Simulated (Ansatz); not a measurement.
# FH5N2OSi2: the cost of one run

Method: RKS BHLYP-D4/def2-SVP, in Ansatz 0.2.0.

## Step 1: Starting point

Bond lengths: N1–Si2 1.707 Å, Si2–N3 1.748 Å, N3–Si4 1.726 Å, Si4–F5 1.600 Å, Si2–O6 1.678 Å, Si4–O6 1.641 Å, N1–H7 1.005 Å, N1–H8 1.008 Å, Si2–H9 1.446 Å, N3–H10 1.002 Å, Si4–H11 1.437 Å. Angles (14 of 19 angles, heavy atoms first): N1–Si2–N3 112.0°, N1–Si2–O6 118.3°, N3–Si2–O6 85.6°, Si2–N3–Si4 90.6°, N3–Si4–F5 113.3°, N3–Si4–O6 87.4°, F5–Si4–O6 111.0°, Si2–O6–Si4 96.1°, N1–Si2–H9 112.9°, N3–Si2–H9 117.0°, O6–Si2–H9 108.7°, Si2–N1–H7 118.8°, Si2–N1–H8 118.1°, Si2–N3–H10 133.8°.

Coordinates:

```xyz
11

N     1.8712    0.8678   -0.3094
Si    0.2007    0.8509    0.0421
N    -0.2398   -0.4993    1.0607
Si   -1.3731   -1.0454   -0.1216
F    -1.0002   -2.4715   -0.7435
O    -0.8423    0.1729   -1.0847
H     2.2632    1.6770   -0.7584
H     2.2893    0.0247   -0.6712
H    -0.3075    2.1506    0.4203
H    -0.0765   -0.7233    2.0239
H    -2.7851   -1.0045    0.1418
```

## Step 2: End point A

input.yaml reads:

```yaml
crystal:
  periodic: [false, false, false]
  atoms:
    - { symbol: "N", position_ang: [1.87117, 0.8678, -0.30944] }
    - { symbol: Si, position_ang: [0.20074, 0.85092, 0.04213] }
    - { symbol: "N", position_ang: [-0.23977, -0.49928, 1.06069] }
    - { symbol: Si, position_ang: [-1.37311, -1.04538, -0.12163] }
    - { symbol: F, position_ang: [-1.00016, -2.47151, -0.74347] }
    - { symbol: O, position_ang: [-0.84225, 0.17291, -1.08466] }
    - { symbol: H, position_ang: [2.2632, 1.67697, -0.75836] }
    - { symbol: H, position_ang: [2.28929, 0.02473, -0.67122] }
    - { symbol: H, position_ang: [-0.30754, 2.15059, 0.42032] }
    - { symbol: H, position_ang: [-0.07647, -0.72329, 2.02387] }
    - { symbol: H, position_ang: [-2.78509, -1.00446, 0.14176] }
basis:
  gaussian: { orbitals: def2-SVP }
hamiltonian:
  xc: { name: BHLYP }
  dispersion: d4
relax:
  f_tol: 0.015
  max_steps: 40
output:
  orbitals: {}
```

Command:

```console
$ ansatz run input.yaml --threads 2 --pin off --max-ram 3072MiB --backend cpu --events-out ev --progress --plain --runs-dir out
```

What time and memory should one allow on 2 threads of Arm Neoverse V1, shared host?

About 41 s, with a peak of 0.28 GiB.
